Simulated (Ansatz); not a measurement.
# SiC: the cost of one run

Method: DFT PBE, scalar-relativistic, plane waves, PAW, in Ansatz 0.2.0.

The COD entry's cell or inner coordinates are ideal or old and differ from later refinements, so a difference from it is no clean test against experiment.

## (1) The structure to begin with

The structure is cubic, space group F-43m (No. 216). The conventional cell has a = 4.348 Å, b = 4.348 Å, c = 4.348 Å, α = 90.00°, β = 90.00°, γ = 90.00°. Si (site symmetry -43m) is surrounded by 4 C at 1.88 Å. C (site symmetry -43m) is surrounded by 4 Si at 1.88 Å.

Coordinates:

```cif
data_structure
_symmetry_space_group_name_H-M 'F-43m'
_symmetry_Int_Tables_number 216
_cell_length_a 4.3480
_cell_length_b 4.3480
_cell_length_c 4.3480
_cell_angle_alpha 90.000
_cell_angle_beta 90.000
_cell_angle_gamma 90.000
_cell_volume 82.20
loop_
_atom_site_label
_atom_site_type_symbol
_atom_site_symmetry_multiplicity
_atom_site_Wyckoff_symbol
_atom_site_fract_x
_atom_site_fract_y
_atom_site_fract_z
_atom_site_occupancy
Si1 Si 4 a 0.00000 0.00000 0.00000 1
C1 C 4 d 0.25000 0.75000 0.25000 1
```

The cell is taken as given, not relaxed at this level.

## (2) The reference: the undisturbed cell on the scan's mesh

File input.yaml:

```yaml
crystal:
  lattice:
    - [4.348, 0.0, 0.0]
    - [0.0, -4.348, 0.0]
    - [0.0, 0.0, -4.348]
  atoms:
    - { symbol: Si, position: [0.0, 0.5, 0.5] }
    - { symbol: Si, position: [0.5, 0.0, 0.5] }
    - { symbol: Si, position: [0.5, 0.5, 0.0] }
    - { symbol: Si, position: [0.0, 0.0, 0.0] }
    - { symbol: C, position: [0.75, 0.75, 0.75] }
    - { symbol: C, position: [0.25, 0.25, 0.75] }
    - { symbol: C, position: [0.25, 0.75, 0.25] }
    - { symbol: C, position: [0.75, 0.25, 0.25] }
basis:
  ecutwfc: 420
kpoints:
  mp_grid: { grid: [6, 6, 6] }
hamiltonian:
  xc: pbe
scf:
  occupations: { method: gaussian, width: 0.05 }
output:
  forces: true
  stress: true
  eigenvalues: true
  write_density: true
  write_potential: true
  elf: true
  volumetric_format: npy
```

Launch:

```sh
ansatz run input.yaml --threads 2 --pin off --max-ram 5120MiB --backend cpu --events-out ev --progress --plain --runs-dir out
```

What time and memory should one allow on 2 threads of Arm Neoverse V2, shared host?

About 2.1 s, with a peak of 0.26 GiB.
